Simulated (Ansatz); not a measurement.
# NbTe (zincblende): the equilibrium volume, part 3 of 3

Aim: the volume at which the pressure of NbTe (zincblende) vanishes. This structure was made by substitution into a known type, so it needn't be the compound's stable form.

Ansatz 0.2.0; DFT r²SCAN, scalar-relativistic, plane waves, PAW (the target; the first runs use scalar-relativistic PBE).

## 6. Stepping to 32.233 Å³/atom

File input.yaml:

```yaml
crystal:
  lattice:
    - [0.0, 3.182500669, 3.182500669]
    - [3.182500669, 0.0, 3.182500669]
    - [3.182500669, 3.182500669, 0.0]
  atoms:
    - { symbol: Nb, position: [0.0, 0.0, 0.0], spin: 1.78 }
    - { symbol: Te, position: [0.25, 0.25, 0.25] }
basis:
  ecutwfc: 500
  ecutrho_ratio: 4
kpoints:
  mp_grid: { grid: [10, 10, 10] }
hamiltonian:
  xc: r2scan
scf:
  occupations: { method: gaussian, width: 0.05 }
output:
  forces: true
  stress: true
  eigenvalues: true
  populations: true
magnetization:
  spin_polarized: true
```

On the command line:

```console
$ ansatz run input.yaml --threads 2 --pin off --max-ram 2662MiB --backend cpu --events-out ev --progress --plain --runs-dir out
```

What it wrote:

```text
Warning: RAYON_NUM_THREADS=2 ignored (pool sized by the plan → 2); use --threads N
Engine: ansatz 0.2.0, aarch64-unknown-linux-gnu
Pseudopotentials: kind: paw
Pseudopotential: Nb, paw, valence charge 13, recommended cutoff 500 eV (meta_gga), Nb.paw.azcp
Pseudopotential: Te, paw, valence charge 16, recommended cutoff 500 eV (meta_gga), Te.paw.azcp
Functional definition: r2SCAN
  parameter k0 = 0.174
  parameter k1 = 0.065
  parameter a1 = 4.9479
  exchange = r2scan_x(k0 = k0, k1 = k1, a1 = a1)
  correlation = r2scan_c
Crystal: 2 atoms, lattice volume = 64.467 Å³
Basis set: ecut = 500 eV, 1639 PW (Γ), exchange–correlation on 144×144×144 points (64 copies of the dense FFT grid, shifted against one another)
Bands: 20, of which v1, the nominal top of the filled ones, is band 15 counted from 1 (14 counted from 0)
Symmetry: 24 space group operations
Space group: F-43m (ITA 216), of the structure as read, at distance tolerance 4.0e-5 Å
Magnetic group: BNS 216.74 (UNI 1576), of the structure as read, at distance tolerance 4.0e-5 Å
k-points: 47 of 1000 (time reversal used)
Non-local potential: Nb, projectors of the file, l = 0: 3, l = 1: 2, l = 2: 2, l = 3: 1
Non-local potential: Te, projectors of the file, l = 0: 2, l = 1: 2, l = 2: 2, l = 3: 2
PAW form: soft (Blöchl's): semilocal exchange-correlation on the pseudo side does not see the compensation charge
PAW frozen core: Nb, regenerated for the run's functional (the file was generated under x = pbe(κ = 0.804, μ = 0.2195149727645171), c = pbe(β = 0.06672455060314922))
PAW frozen core: Te, regenerated for the run's functional (the file was generated under x = pbe(κ = 0.804, μ = 0.2195149727645171), c = pbe(β = 0.06672455060314922))
PAW one-centre angular grid: Nb, 590 points (default); XC on 160 Gauss nodes
PAW one-centre angular grid: Te, 590 points (default); XC on 160 Gauss nodes
Initial density: superposition of atomic densities (chi_scale 0.1, normalization cell)
Starting moments: Σ|m| = 1.78 μB on 1 of 2 sites
Initial wavefunctions: pseudopotential atomic-orbital guess
Functional: x = r2scan, c = r2scan; τ floored in thin density (d = 2e-4 eV/Å³)
SCF iter   1: F=—  HF=-11557.659493 eV  |F-HF|=—  |Δ(HF+E_count)|=         —  Δρ=2.00e-2 (↑2.00e-2 ↓1.98e-2)  dr2=1.28e0  dr2_τ=1.33e-2  dr2_m=4.77e-2  M=1.961 μB ∫|m|=2.019 μB  β_m=1.00  ethr=3.10e-3  ⟨swp⟩=5.6  Hψ=9422  notcnv=0
Mixer restart at iter 1: flushing history
preconditioner: auto → Kerker (q_TF=auto, 2.388 Å⁻¹)  [metal: Δε(μ)=0.003 eV  Ē_g=7.835 eV  σ=0.050 eV  W_gap=0.03  n_scr=14 (ndim 8)  ℏωp=15.3 eV  f_vac=0.005  D(μ)=2.48/eV (n_scr^D=14)]
spin=Collinear: Kerker preconditioning applied to the charge; magnetization (m = ρ↑ − ρ↓) channel mixes plain (no charge-response kernel on spin).
SCF iter   2: F=—  HF=-11557.849842 eV  |F-HF|=—  |Δ(HF+E_count)|=   1.90e-1  Δρ=1.47e-2 (↑1.42e-2 ↓1.47e-2)  dr2=6.59e-1  dr2_τ=3.79e-3  dr2_m=1.53e-2  M=2.107 μB ∫|m|=2.204 μB  β_m=1.00  ethr=3.10e-3  ⟨swp⟩=2.2  Hψ=3352  notcnv=0  defer=87  κ⁻¹=1.0e0(r=1)
SCF iter   3: F=—  HF=-11557.735301 eV  |F-HF|=—  |Δ(HF+E_count)|=   1.15e-1  Δρ=8.04e-3 (↑5.67e-3 ↓8.04e-3)  dr2=6.81e-2  dr2_τ=1.29e-3  dr2_m=9.48e-3  M=2.214 μB ∫|m|=2.377 μB  β_m=1.00  ethr=2.27e-3  ⟨swp⟩=2.8  Hψ=3578  notcnv=0  defer=88  κ⁻¹=5.2e-2(r=2)
SCF iter   4: F=—  HF=-11557.813115 eV  |F-HF|=—  |Δ(HF+E_count)|=         —  Δρ=4.52e-3 (↑3.86e-3 ↓4.52e-3)  dr2=2.69e-2  dr2_τ=5.37e-4  dr2_m=2.85e-3  M=2.280 μB ∫|m|=2.465 μB  β_m=1.00  ethr=2.35e-4  ⟨swp⟩=2.5  Hψ=3810  notcnv=0  defer=89
Mixer restart at iter 4: flushing history
SCF iter   5: F=—  HF=-11557.827876 eV  |F-HF|=—  |Δ(HF+E_count)|=   1.48e-2  Δρ=3.00e-3 (↑2.71e-3 ↓3.00e-3)  dr2=1.72e-2  dr2_τ=2.17e-4  dr2_m=3.50e-4  M=2.296 μB ∫|m|=2.496 μB  β_m=1.00  ethr=9.27e-5  ⟨swp⟩=2.0  Hψ=2284  notcnv=0  defer=89  κ⁻¹=1.0e0(r=1)
SCF iter   6: F=—  HF=-11557.840350 eV  |F-HF|=—  |Δ(HF+E_count)|=   1.25e-2  Δρ=1.36e-3 (↑1.26e-3 ↓1.36e-3)  dr2=5.56e-3  dr2_τ=3.57e-5  dr2_m=6.86e-5  M=2.323 μB ∫|m|=2.542 μB  β_m=1.00  ethr=5.94e-5  ⟨swp⟩=2.0  Hψ=3107  notcnv=0  defer=89  κ⁻¹=5.3e-2(r=2)
SCF iter   7: F=—  HF=-11557.842874 eV  |F-HF|=—  |Δ(HF+E_count)|=   2.52e-3  Δρ=9.32e-4 (↑5.17e-4 ↓9.32e-4)  dr2=1.38e-3  dr2_τ=2.41e-5  dr2_m=1.43e-4  M=2.314 μB ∫|m|=2.532 μB  β_m=1.00  ethr=1.92e-5  ⟨swp⟩=2.3  Hψ=2803  notcnv=0  defer=89  κ⁻¹=2.0e-2(r=3)
SCF iter   8: F=—  HF=-11557.843554 eV  |F-HF|=—  |Δ(HF+E_count)|=   6.79e-4  Δρ=3.95e-4 (↑3.17e-4 ↓3.95e-4)  dr2=3.14e-4  dr2_τ=4.34e-6  dr2_m=1.38e-5  M=2.292 μB ∫|m|=2.496 μB  β_m=1.00  ethr=4.76e-6  ⟨swp⟩=2.1  Hψ=2983  notcnv=0  defer=89  κ⁻¹=5.5e-3(r=4)
SCF iter   9: F=—  HF=-11557.843308 eV  |F-HF|=—  |Δ(HF+E_count)|=   2.45e-4  Δρ=2.59e-4 (↑2.17e-4 ↓2.59e-4)  dr2=9.97e-5  dr2_τ=2.42e-6  dr2_m=1.60e-5  M=2.293 μB ∫|m|=2.495 μB  β_m=1.00  ethr=1.08e-6  ⟨swp⟩=2.0  Hψ=2484  notcnv=0  defer=89  κ⁻¹=9.9e-4(r=5)
SCF iter  10: F=—  HF=-11557.843505 eV  |F-HF|=—  |Δ(HF+E_count)|=   1.97e-4  Δρ=1.25e-4 (↑9.01e-5 ↓1.25e-4)  dr2=2.37e-5  dr2_τ=2.85e-7  dr2_m=1.39e-6  M=2.302 μB ∫|m|=2.511 μB  β_m=1.00  ethr=3.44e-7  ⟨swp⟩=2.1  Hψ=3248  notcnv=0  defer=89  κ⁻¹=2.5e-4(r=6)
SCF iter  11: F=—  HF=-11557.843486 eV  |F-HF|=—  |Δ(HF+E_count)|=   1.89e-5  Δρ=8.61e-5 (↑8.61e-5 ↓7.69e-5)  dr2=1.09e-5  dr2_τ=2.15e-7  dr2_m=1.19e-6  M=2.302 μB ∫|m|=2.513 μB  β_m=1.00  ethr=8.19e-8  ⟨swp⟩=2.2  Hψ=2549  notcnv=0  defer=89  κ⁻¹=7.9e-5(r=7)
SCF iter  12: F=—  HF=-11557.843487 eV  |F-HF|=—  |Δ(HF+E_count)|=   6.27e-7  Δρ=4.97e-5 (↑4.97e-5 ↓3.22e-5)  dr2=1.63e-6  dr2_τ=7.56e-8  dr2_m=7.31e-7  M=2.299 μB ∫|m|=2.507 μB  β_m=1.00  ethr=3.75e-8  ⟨swp⟩=2.0  Hψ=3244  notcnv=0  defer=89  κ⁻¹=3.0e-5(r=8)
SCF iter  13: F=—  HF=-11557.843496 eV  |F-HF|=—  |Δ(HF+E_count)|=   9.38e-6  Δρ=1.90e-5 (↑1.67e-5 ↓1.90e-5)  dr2=2.43e-7  dr2_τ=1.44e-8  dr2_m=5.77e-8  M=2.297 μB ∫|m|=2.504 μB  β_m=1.00  ethr=5.63e-9  ⟨swp⟩=3.0  Hψ=3534  notcnv=0  defer=89  κ⁻¹=1.0e-5(r=8)
SCF iter  14: F=—  HF=-11557.843487 eV  |F-HF|=—  |Δ(HF+E_count)|=   9.36e-6  Δρ=1.38e-5 (↑1.26e-5 ↓1.38e-5)  dr2=1.68e-7  dr2_τ=8.26e-9  dr2_m=4.00e-8  M=2.298 μB ∫|m|=2.505 μB  β_m=1.00  ethr=8.38e-10  ⟨swp⟩=2.0  Hψ=3243  notcnv=0  defer=89  κ⁻¹=5.2e-6(r=8)
SCF iter  15: F=—  HF=-11557.843483 eV  |F-HF|=—  |Δ(HF+E_count)|=   4.42e-6  Δρ=9.40e-6 (↑9.40e-6 ↓7.96e-6)  dr2=7.70e-8  dr2_τ=3.04e-9  dr2_m=3.10e-8  M=2.298 μB ∫|m|=2.506 μB  β_m=1.00  ethr=5.79e-10  ⟨swp⟩=2.0  Hψ=3247  notcnv=0  defer=89  κ⁻¹=3.9e-6(r=8)
SCF iter  16: F=—  HF=-11557.843483 eV  |F-HF|=—  |Δ(HF+E_count)|=   4.02e-7  Δρ=3.03e-6 (↑3.03e-6 ↓2.57e-6)  dr2=2.35e-8  dr2_τ=1.64e-10  dr2_m=1.02e-9  M=2.299 μB ∫|m|=2.507 μB  β_m=1.00  ethr=2.66e-10  ⟨swp⟩=2.7  Hψ=3426  notcnv=0  defer=89  κ⁻¹=1.4e-5(r=8)
SCF iter  17: F=-11557.843483 eV  HF=-11557.843483 eV  |F-HF|=9.91e-9  |Δ(HF+E_count)|=   9.94e-8  Δρ=2.83e-6 (↑2.83e-6 ↓2.02e-6)  dr2=1.17e-8  dr2_τ=2.78e-10  dr2_m=2.20e-9  M=2.299 μB ∫|m|=2.507 μB  ethr=8.10e-11  ⟨swp⟩=6.4  Hψ=7493  notcnv=0
SCF 1 converged in 17 iterations: F = -11557.843483 eV  dr2 = 1.17e-8
this state was not tested for a lower state beside it, because the mixer in use, unlike msr1, does not test its closes by its own steps (another_mixer; see scf.mixing.algorithm and scf.lower_state_search)
SCF converged after 17 iterations
Magnetization: 2.2988 μB (15.6494 up, 13.3506 down)
Absolute magnetization: 2.5096 μB (∫|ρ↑−ρ↓|, with the PAW one-centre terms)
Spin contamination: 0.0352 ħ² per cell (⟨S²⟩ above its minimum at these occupations)
Per-site moments (μB) at R_I (Å): [(1.6118863386915288, 1.1369021511024255), (-0.06157832468122702, 1.1369021511024255)]
Free energy (F): -11557.843483 eV
Harris-Foulkes:  -11557.843483 eV  (|F-HF|=9.91e-9)
Internal energy: -11557.842360 eV  (E = F + TS)
E sigma→0 (E₀):  -11557.842922 eV
Entropy (-TS):   -0.001123 eV (-0.561 meV/atom)
Fermi energy:    9.532426 eV
--- Per-component energies (eV) ---
  E_band       = -469.532259
  E_kinetic    = 572.945612
  E_local      = -2572.186172  (includes V_loc(G=0)·N_el)
  E_nonlocal   = -186.732577
  E_hartree    = 1271.723953
  E_xc         = -283.161110
  E_vxc        = -345.799659  (∫ρ·V_xc dr)
  E_paw        = -7779.027434  (= ΣΔE_a)
  E_vpaw       = -502.873443  (= ΣTr[D̂ρ^β])
  E_aug_tail   = -0.000032  (compensation charges beyond the density's cutoff)
  E_vtau       = 21.663249  (kinetic-family band-sum trace: ∫τ·v_τ [+ j·A + Jᵃ·Aᵃ] dr)
  E_ewald      = -2581.497026
  E_core_change = 0.092425  (= ΣΔE_core)
  E_smearing   = -0.001123  (= −TS)
  E_closure    = 0.000000  (closes the sum)
  Σ components = -11557.843483   (vs F -11557.843483, Δ=0.00e0)
--- Forces (eV/Å), atoms counted from 1 ---
  atom   1  Nb     0.00000000    -0.00000000    -0.00000000
  atom   2  Te    -0.00000000     0.00000000     0.00000000
  max |Σ_I F_I| component: 2.12e-16 eV/Å
--- Stress (GPa, compression-positive) ---
        0.066935      -0.000000       0.000000
       -0.000000       0.066935      -0.000000
        0.000000      -0.000000       0.066935
  P = ⅓ Tr σ = 0.0669 GPa (0.669 kbar)
--- Band table (eV; the first three rows and the last of 94) ---
  k-point 0 ↑: bands = ["-48.2184", "-28.8741", "-28.8741", "-28.8741", "-28.8394", "-28.8394", "-23.7311", "-23.7311", "-23.7311", "-3.4550", "5.2471", "5.2471", "5.2471", "8.1560", "8.1560", "10.7550", "13.1682", "13.1682", "13.1682", "15.0287"]
  k-point 1 ↑: bands = ["-48.2184", "-28.8738", "-28.8738", "-28.8731", "-28.8394", "-28.8394", "-23.7350", "-23.7318", "-23.7318", "-3.3999", "5.1112", "5.2748", "5.2748", "8.1415", "8.1415", "11.0090", "12.6655", "13.0208", "13.0208", "14.9453"]
  k-point 2 ↑: bands = ["-48.2182", "-28.8731", "-28.8731", "-28.8703", "-28.8394", "-28.8394", "-23.7453", "-23.7336", "-23.7336", "-3.2517", "4.8085", "5.3406", "5.3406", "8.1391", "8.1391", "11.1519", "12.0625", "12.5944", "12.5944", "14.8668"]
  k-point 46 ↓: bands = ["-46.8494", "-28.8770", "-28.8763", "-28.8711", "-28.8550", "-28.8541", "-22.1470", "-22.1262", "-22.1236", "-2.7275", "4.9401", "5.4674", "6.1360", "9.0447", "10.1702", "11.2887", "11.3194", "12.4250", "15.6789", "16.6425"]
--- Löwdin populations: 2 sites ---
  site symbol       q [e]    m [muB]
     0     Nb     12.8630     2.4216
     1     Te     15.9888    -0.1816
  spilling = 0.005109 (of n_electrons = 29.000000)
```

Wall time 26 s (2 threads of Arm Neoverse V2, shared host); peak memory 0.65 GiB.

This gives: volume 32.233 Å³/atom, pressure 0.07 GPa, metallic, spin moments in the atoms' spheres Nb 1.61; Te -0.06 μB.

## 7. The way to zero pressure

```csv
step,level,mesh,relaxed,volume (Å³/atom),pressure (GPa)
2,PBE,6×6×6,nothing,30.866,3.22
3,PBE,6×6×6,nothing,31.528,1.69
4,PBE,6×6×6,nothing,32.363,-0.04
5,r²SCAN,10×10×10,nothing,32.363,-0.18
6,r²SCAN,10×10×10,nothing,32.233,0.07
```

How the cell compares, before and after:

| cell as typed | before | after | change |
| --- | --- | --- | --- |
| a (Å) | 4.436 | 4.501 | +1.5 % |
| b (Å) | 4.436 | 4.501 | +1.5 % |
| c (Å) | 4.436 | 4.501 | +1.5 % |
| volume (Å³/atom) | 30.866 | 32.233 | +4.4 % |
| shortest distance (Å) | 2.717 | 2.756 | +1.5 % |
| space group | F-43m | F-43m | same |

## 8. Outcome

The summary covers parts 1 to 3. Changes of volume or cell count from the first structure of part 1.

| quantity | value |
| --- | --- |
| volume | 32.233 Å³/atom |
| pressure | 0.07 GPa |
| conventional cell | a = 6.365 Å, b = 6.365 Å, c = 6.365 Å, α = 90.00°, β = 90.00°, γ = 90.00° |
| gap on the mesh | none (metal) |
| spin moments in spheres | Nb 1.61; Te -0.06 μB |

From the first run shown, the volume went from 30.87 to 32.23 Å³/atom (+4.4 %) in 5 runs, where the pressure is zero within 0.07 GPa. Spin–orbit coupling is left out, though the cell holds Te; it can open a gap where p bands cross.
